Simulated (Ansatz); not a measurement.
# CH₄F₃NSn: up Jacob's ladder to CCSD(T)

One table from this session's results is given with a row withheld; the runs are named, their logs left out.

Method: functionals in def2-TZVPP, the program's frozen cores in correlated methods; program: Ansatz 0.2.0, Gaussian basis.

Plan: LDA (SPW92), PBE-D4, revPBE-D4, BLYP-D4, r2SCAN-D4, B97M-V, PBE0-D4, B3LYP-D4, r2SCANh-D4, r2SCAN0-D4, HSE06-D4, BHLYP-D4, CAM-B3LYP-D4, LC-ωPBE, ωB97X-V, ωB97M-V, B2PLYP, PBE-QIDH; CCSD(T)/def2-SVP; CCSD(T)/def2-TZVPP; MP2/def2-QZVPP; extrapolation to the limit; RPA on PBE.

1 further run of the same task is left out (for a known fault of the program).

## Structure used throughout

The geometry comes from an earlier relaxation with PBE0-D4 in a triple-zeta def2 set; it is a stationary point, not always the lowest conformer. Sn takes the def2 core potential; no spin-orbit term is included.

SMILES `C[NH][Sn]([F])([F])[F]`, 10 atoms, charge 0, spin multiplicity 1.

Atoms are counted from 1 here; the program's logs count them from 0.

Bond lengths: C1–N2 1.460 Å, C1–H7 1.095 Å, C1–H8 1.091 Å, C1–H9 1.093 Å, N2–Sn3 1.978 Å, N2–H10 1.011 Å, Sn3–F4 1.891 Å, Sn3–F5 1.891 Å, Sn3–F6 1.899 Å. Angles: N2–C1–H7 114.4°, N2–C1–H8 109.7°, N2–C1–H9 108.7°, H7–C1–H8 108.3°, H7–C1–H9 108.4°, H8–C1–H9 107.1°, C1–N2–Sn3 119.5°, C1–N2–H10 112.6°, Sn3–N2–H10 112.4°, N2–Sn3–F4 109.7°, N2–Sn3–F5 111.0°, N2–Sn3–F6 118.2°, F4–Sn3–F5 108.3°, F4–Sn3–F6 104.1°, F5–Sn3–F6 105.0°.

The first run:

Input file in.yaml:

```yaml
crystal:
  periodic: [false, false, false]
  atoms:
    - {symbol: C, position_ang: [0.441914, -1.187953, 0.869554]}
    - {symbol: N, position_ang: [0.806710, -0.186117, -0.128130]}
    - {symbol: Sn, position_ang: [-0.578135, 1.040202, -0.829259]}
    - {symbol: F, position_ang: [-2.002603, 0.037481, -1.566151]}
    - {symbol: F, position_ang: [0.127021, 2.153954, -2.184873]}
    - {symbol: F, position_ang: [-1.427616, 2.225491, 0.387653]}
    - {symbol: H, position_ang: [0.266251, -0.785129, 1.872600]}
    - {symbol: H, position_ang: [-0.458769, -1.714595, 0.549261]}
    - {symbol: H, position_ang: [1.242268, -1.929537, 0.931318]}
    - {symbol: H, position_ang: [1.666161, 0.295104, 0.101026]}
basis:
  gaussian: {orbitals: def2-TZVPP}
hamiltonian: {xc: lda}
output: {orbitals: {seedname: orbitals}}
```

Launch:

```
ansatz run in.yaml --threads 4 --pin off --events-out ev --progress --plain --max-ram 11315MiB
```

Steps of the session up to this table: LDA; PBE-D4 (GGA); revPBE-D4 (GGA); BLYP-D4 (GGA); r2SCAN-D4 (meta-GGA); B97M-V (meta-GGA); B3LYP-D4 (hybrid); r2SCANh-D4 (hybrid); r2SCAN0-D4 (hybrid); HSE06-D4 (hybrid); BHLYP-D4 (hybrid); CAM-B3LYP-D4 (range-separated); LC-ωPBE (range-separated); ωB97X-V (range-separated); ωB97M-V (range-separated); B2PLYP (double hybrid); PBE-QIDH (double hybrid).

One of the session's tables, all rows but one given; the rest of the session is left out.

It belongs to the step «Orbital energies across the functionals». 

```
  functional  HOMO (eV)  LUMO (eV)  gap (eV)
 LDA (SPW92)      -6.82      -3.70      3.12
      PBE-D4      -6.64      -3.31      3.33
   revPBE-D4      -6.57      -3.15      3.41
     BLYP-D4      -6.54      -3.29      3.25
   r2SCAN-D4      -6.95      -3.07      3.88
      B97M-V      -7.03      -3.12      3.91
     PBE0-D4      -8.10      -2.31      5.79
    B3LYP-D4      -7.88      -2.69      5.19
  r2SCANh-D4      -7.50      -2.71      4.78
  r2SCAN0-D4      -8.32      -2.17      6.15
    HSE06-D4          ?          ?         ?
    BHLYP-D4      -9.51      -1.35      8.15
CAM-B3LYP-D4      -9.55      -1.33      8.22
     LC-ωPBE     -10.90       0.09     11.00
     ωB97X-V     -10.54      -0.08     10.46
     ωB97M-V     -10.45      -0.24     10.22
```

Estimate the missing values for HSE06-D4.

**Answer.** HOMO (eV): -7.69; LUMO (eV): -2.69; gap (eV): 5.01. In the column «HOMO (eV)» it lies between B3LYP-D4 (-7.88) and r2SCANh-D4 (-7.50).
